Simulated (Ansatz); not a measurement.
# ZnSe: the cost of one run

Program: Ansatz 0.2.0. Level of theory: DFT r²SCAN, frozen-core PAW, scalar-relativistic unless said. These are calculated values, not measurements.

1 further run of the same task is left out (it didn't finish).

## (1) The starting structure

It takes space group F-43m (No. 216, cubic). Conventional cell: a = 5.668 Å, b = 5.668 Å, c = 5.668 Å, α = 90.00°, β = 90.00°, γ = 90.00°. Zn (site symmetry -43m) is surrounded by 4 Se at 2.45 Å. Se (site symmetry -43m) has 4 Zn at 2.45 Å as nearest neighbours.

Coordinates:

```xyz
2
Lattice="0.0000 2.8338 2.8338 2.8338 0.0000 2.8338 2.8338 2.8338 0.0000" Properties=species:S:1:pos:R:3 pbc="T T T"
Zn    0.0000    0.0000    0.0000
Se    4.2507    4.2507    4.2507
```

Cartesian axes are those of the input's lattice vectors. The structure goes back to a database entry.

## (2) Cell and atoms relaxed, PAW

input.yaml reads:

```yaml
crystal:
  lattice:
    - [0.0, 2.8338, 2.8338]
    - [2.8338, 0.0, 2.8338]
    - [2.8338, 2.8338, 0.0]
  atoms:
    - { symbol: Zn, position: [0.0, 0.0, 0.0] }
    - { symbol: Se, position: [0.75, 0.75, 0.75] }
kpoints:
  mp_grid: { grid: [14, 14, 14] }
scf:
  occupations: { method: fermi_dirac, width: 0.08 }
hamiltonian:
  xc: r2scan
  pseudopotentials: { kind: paw }
relax:
  f_tol: 0.002
  max_steps: 80
  cell: {}
output:
  forces: true
  stress: true
```

Started as:

```
$ ansatz run input.yaml --threads 1 --pin off --max-ram 2560MiB --backend cpu --events-out ev --progress --plain --runs-dir out
```

**Question.** How long does this run take on 1 thread of Arm Neoverse V1, shared host, and how much memory does it need?

About 43 s, with a peak of 0.54 GiB.
